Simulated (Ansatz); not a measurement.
# CH8FNOSi: the cost of one run

All numbers below are computed with Ansatz 0.2.0 (UKS PBE0-D4/def2-SVP).

## 1. Starting point

Bond lengths: Si1–N2 2.121 Å, Si1–O3 1.633 Å, O3–C4 1.395 Å, Si1–H5 1.454 Å, Si1–H6 1.442 Å, Si1–F8 2.004 Å, N2–H9 1.005 Å, N2–H10 1.005 Å, C4–H11 1.094 Å, C4–H12 1.093 Å, C4–H13 1.094 Å. Angles (14 of 20 angles, heavy atoms first): N2–Si1–O3 102.2°, N2–Si1–F8 68.8°, O3–Si1–F8 167.7°, Si1–O3–C4 132.3°, Si1–N2–H9 117.7°, Si1–N2–H10 115.8°, N2–Si1–H5 101.5°, N2–Si1–H6 111.1°, O3–Si1–H5 106.9°, O3–Si1–H6 92.7°, H5–Si1–F8 83.7°, H6–Si1–F8 83.3°, O3–C4–H11 108.9°, O3–C4–H12 111.8°.

As a file:

```xyz
13

Si   -0.1807    0.4021    0.9145
N     1.0490   -1.2708    0.4805
O    -1.1966    0.4241   -0.3643
C    -1.0039    0.7329   -1.7107
H     0.7526    1.5021    0.7307
H    -1.2348    0.0487    1.8332
H     1.3679   -0.9340    1.7326
F     1.0028   -0.0501    2.4673
H     1.7683   -1.1552   -0.2118
H     0.5689   -2.1447    0.3515
H    -1.7124    1.5151   -1.9995
H     0.0114    1.0864   -1.9054
H    -1.1925   -0.1564   -2.3187
```

## 2. A restrained relaxation towards end A

Springs on the bonds that form and break draw the guess towards this end; the thresholds are loose.

The input, input.yaml:

```yaml
crystal:
  periodic: [false, false, false]
  atoms:
    - { symbol: Si, position_ang: [-0.1807, 0.4021, 0.9145] }
    - { symbol: "N", position_ang: [1.049, -1.2708, 0.4805] }
    - { symbol: O, position_ang: [-1.1966, 0.4241, -0.3643] }
    - { symbol: C, position_ang: [-1.0039, 0.7329, -1.7107] }
    - { symbol: H, position_ang: [0.7526, 1.5021, 0.7307] }
    - { symbol: H, position_ang: [-1.2348, 0.0487, 1.8332] }
    - { symbol: H, position_ang: [1.3679, -0.934, 1.7326] }
    - { symbol: F, position_ang: [1.0028, -0.0501, 2.4673] }
    - { symbol: H, position_ang: [1.7683, -1.1552, -0.2118] }
    - { symbol: H, position_ang: [0.5689, -2.1447, 0.3515] }
    - { symbol: H, position_ang: [-1.7124, 1.5151, -1.9995] }
    - { symbol: H, position_ang: [0.0114, 1.0864, -1.9054] }
    - { symbol: H, position_ang: [-1.1925, -0.1564, -2.3187] }
magnetization:
  spin_polarized: true
basis:
  gaussian: { orbitals: def2-SVP }
hamiltonian:
  xc: pbe0
  dispersion: d4
relax:
  f_tol: 0.15
  max_steps: 25
  restrain:
    - { distance: [0, 7], at: 2.98, k: 30.0 }
    - { distance: [6, 1], at: 2.32, k: 30.0 }
    - { distance: [0, 1], at: 1.82, k: 30.0 }
    - { distance: [6, 7], at: 0.88, k: 30.0 }
output:
  orbitals: {}
```

On the command line:

```bash
$ ansatz run input.yaml --threads 4 --pin off --max-ram 5120MiB --backend cpu --events-out ev --progress --plain --runs-dir out
```

**Question.** How long does this run take on 4 threads of Arm Neoverse N1, shared host, and how much memory does it need?

About 53 s, with a peak of 0.36 GiB.
